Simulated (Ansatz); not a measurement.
This geometry of a periodic cell of 13 atoms, Sc₁₂F (host Sc, host structure hcp, interstitial F) is a first-order saddle point.

Level of theory: DFT PBE, scalar-relativistic, plane waves, PAW in Ansatz. Settings: cutoff 420 eV, k mesh 3x2x3, gaussian smearing 0.05 eV, no spin polarisation.

```xyz
13
Lattice="6.6200 0.0000 0.0000 -4.9650 8.5996 0.0000 0.0000 0.0000 5.2761" Properties=species:S:1:pos:R:3
Sc -0.101 -0.063 -0.002
Sc -0.107 2.019 2.636
Sc -1.662 2.855 -0.002
Sc -1.666 4.776 2.636
Sc -3.318 5.766 -0.002
Sc -3.308 7.484 2.636
Sc 3.415 -0.096 -0.002
Sc 3.413 1.995 2.636
Sc 1.660 3.063 -0.002
Sc 1.657 4.818 2.636
Sc 0.017 5.746 -0.002
Sc -0.003 7.600 2.636
F 1.643 0.934 2.636
```

**Question.** Which two structures does it join? (They come from a converged band through this point; their orientation in space is the band's.)

**Answer.** The atom that moves furthest is F13, by 2.65 Å; four of its nearest neighbours are Sc2 2.35, Sc7 2.35, Sc8 2.36, Sc1 2.36 Å at the first end and Sc2 2.36, Sc7 2.36, Sc1 2.36, Sc9 2.36 Å at the last.

Image 0:

```xyz
13
Lattice="6.6200 0.0000 0.0000 -4.9650 8.5996 0.0000 0.0000 0.0000 5.2761" Properties=species:S:1:pos:R:3
Sc -0.028 -0.004 0.020
Sc -0.027 1.925 2.624
Sc -1.653 2.878 -0.007
Sc -1.657 4.777 2.624
Sc -3.314 5.731 -0.006
Sc -3.307 7.617 2.614
Sc 3.340 -0.004 0.017
Sc 3.342 1.925 2.621
Sc 1.656 2.904 0.026
Sc 1.662 4.791 2.645
Sc 0.006 5.744 0.014
Sc 0.002 7.643 2.647
F 1.657 0.961 3.958
```

Image 6:

Only the atoms that move by more than 0.05 Å are listed.
```
Sc9 1.651 2.903 -0.030
F13 1.650 0.963 1.313
```

**Question.** How far does it lie above each of them?

**Answer.** 0.98 eV above the first and 0.98 eV above the second. This is the barrier of this one path; another mechanism may lie lower. Limits of this set-up: coarse k mesh, odd electron count without spin, a small cell, in which the defect meets its images, a typed lattice constant that wasn't relaxed here.

The run took 5.8 min on 4 threads of Intel(R) Xeon(R) Platinum 8259CL CPU @ 2.50GHz (Skylake/Cascade Lake), with other jobs on the host, peak memory 1.8 GiB.
